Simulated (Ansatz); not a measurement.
Geometry optimisation, DFT LDA, scalar-relativistic, plane waves, PAW in Ansatz.

input.yaml

```yaml
crystal:
  lattice:
    - [-3.195, -5.533902, 0.0]
    - [4.7925, -2.766951, 0.0]
    - [0.0, 0.0, 5.1027]
  atoms:
    - { symbol: Ga, position: [0.75000004, 0.16666669, 0.5], spin: 1.0 }
    - { symbol: Zn, position: [0.50000004, 0.66666669, 0.5] }
    - { symbol: O, position: [0.50000003, 0.33333335, 0.3813] }
    - { symbol: O, position: [0.50000004, 0.66666669, 0.8813] }
    - { symbol: Zn, position: [0.25000003, 0.83333335, 0.0] }
    - { symbol: Zn, position: [0.25000001, 0.16666668, 0.5] }
    - { symbol: O, position: [0.25000003, 0.83333335, 0.3813] }
    - { symbol: O, position: [0.25000001, 0.16666668, 0.8813] }
    - { symbol: Zn, position: [1.0e-08, 0.33333334, 0.0] }
    - { symbol: Zn, position: [1.0e-08, 0.66666668, 0.5] }
    - { symbol: O, position: [1.0e-08, 0.33333334, 0.3813] }
    - { symbol: O, position: [1.0e-08, 0.66666668, 0.8813] }
    - { symbol: Zn, position: [0.75000005, 0.83333337, 0.0] }
    - { symbol: O, position: [0.75000005, 0.83333337, 0.3813] }
    - { symbol: O, position: [0.75000004, 0.16666669, 0.8813] }
magnetization:
  spin_polarized: true
basis:
  ecutwfc: 420.0
kpoints:
  mp_grid: { grid: [2, 2, 2] }
hamiltonian:
  xc: lda
  pseudopotentials: { kind: paw, azcp: { folder: soft_1 } }
scf:
  occupations: { method: fermi_dirac, width: 0.02 }
  lower_state_search: "off"
relax:
  f_tol: 0.03
  max_steps: 60
  adjacent_minimum: "off"
```

Command:

```bash
$ ansatz run input.yaml --threads 2 --pin off --max-ram 5120MiB --backend cpu --events-out ev --progress --plain --runs-dir out
```

Task: Where does it end, and by what steps?

Result: It converged. The force dipped under the threshold on the way, but the program's further checks kept it going. Limits of this set-up: coarse k mesh, PAW files made for another functional, a small cell, in which the defect meets its images. After 5 steps the energy has fallen by 0.713 eV; O15 moved furthest, 0.20 Å.

| step | energy less start (eV) | largest force component (eV/Å) | accepted |
| --- | --- | --- | --- |
| 0 | 0.0000 | 1.486 | yes |
| 1 | -0.4579 | 0.870 | yes |
| 2 | -0.7007 | 0.452 | yes |
| 3 | -0.7073 | 0.225 | yes |
| 4 | -0.7128 | 0.011 | yes |
| 5 | -0.7128 | 0.011 | yes |

```xyz
15
Lattice="-3.1950 -5.5339 0.0000 4.7925 -2.7670 0.0000 0.0000 0.0000 5.1027" Properties=species:S:1:pos:R:3
Ga -1.571 -4.596 2.583
Zn 1.556 -4.570 2.555
O -0.070 -3.725 2.069
O 1.747 -4.692 4.438
Zn 3.196 -3.714 -0.019
Zn -0.030 -1.888 2.572
O 3.181 -3.669 1.930
O 0.008 -1.692 4.459
Zn 1.587 -0.930 -0.004
Zn 3.211 -1.855 2.576
O 1.617 -0.848 1.968
O 3.184 -1.828 4.530
Zn 1.620 -6.433 -0.025
O 1.671 -6.504 1.951
O -1.737 -4.706 4.394
```

Time of the run: 68 s on 2 threads of Arm Neoverse V1, with other jobs on the host, peak memory 0.59 GiB.
